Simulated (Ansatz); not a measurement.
MoS2, space group P-3m1, a test of the smearing width

Computed with Ansatz 0.2.0, Python API.

The script, `smear_mos2.py`:
```python
# -*- coding: utf-8 -*-
"""Smearing width test for MoS2."""

import csv

import ansatz as az
from pymatgen.core import Lattice, Structure
from pymatgen.io.ase import AseAtomsAdaptor

config = {
    "xc": "lda",
    "cutoff_ev": 550,
    "kmesh": (8, 8, 4),
}


def main():
    pmg_structure = Structure(
        Lattice([[3.227465, 0.0, 0.0], [-1.613732, 2.795066, 0.0], [0.0, 0.0, 6.312473]]),
        ["Mo", "S", "S"],
        [
            [0.0, 0.0, 0.5],
            [1 / 3, 2 / 3, 0.255319],
            [2 / 3, 1 / 3, 0.744681],
        ],
    )
    system = az.Crystal.from_ase(AseAtomsAdaptor.get_atoms(pmg_structure))

    setup = system.calculation()
    setup = setup.functional(config["xc"])
    setup = setup.basis(config["cutoff_ev"]).kpoints(*config["kmesh"], center="gamma")

    rows = []
    for value in [0.5, 0.3, 0.2, 0.1]:
        r = setup.occupations("gaussian", width=value).run(threads=1).report
        rows.append((value, r["free_energy_ev"] / len(r["lattice"]["sites"]), r["n_iterations"], r["n_kpoints"]))

    with open("smear.csv", "w", newline="") as handle:
        writer = csv.writer(handle)
        writer.writerow(["width (eV)", "F/atom (eV)", "iterations", "k-points"])
        writer.writerows([round(v, 5) if isinstance(v, float) else v for v in row] for row in rows)

    # the last row is the reference
    for row in rows[:-1]:
        shift = 1000 * (row[1] - rows[-1][1])
        print(f"{row[0]}: {shift:+.2f} meV/atom" + ("  (within 5 meV)" if abs(shift) < 5 else ""))


if __name__ == "__main__":
    main()
```

Running `python smear_mos2.py` prints:
```text
0.5: -29.04 meV/atom
0.3: -9.72 meV/atom
0.2: -3.69 meV/atom  (within 5 meV)
```

File `smear.csv` afterwards:
```csv
width (eV),F/atom (eV),iterations,k-points
0.5,-2194.6789,6,35
0.3,-2194.65959,6,35
0.2,-2194.65356,6,35
0.1,-2194.64987,6,35
```

Going from 0.1 to 0.5 eV changes F by -29.0 meV an atom. With this scheme F falls roughly as the square of the width; the report's estimate for zero width (energy_sigma0_ev) moves by only +0.7 meV.

Caveats:
- The run is spin-unpolarised.
- For a metal this k-point mesh is coarse: on a finer one energies can move by several to tens of meV an atom and pressures by half a GPa or more, differences at one mesh by less.
- The free energy holds a sizeable smearing term, which stands for no physical temperature.
- The narrowest width needs the finest mesh, so the last row is no converged reference.
- This cell is a computed structure, which may not be the phase found in nature.
- Hardware and time: 9.5 s on 1 thread of Arm Neoverse V1, on a shared host, peak memory 0.45 GiB.

(A comment or docstring line of the script was reworded after the run, the code is as it ran; lines on the test bed's own set-up are left out of the output.)
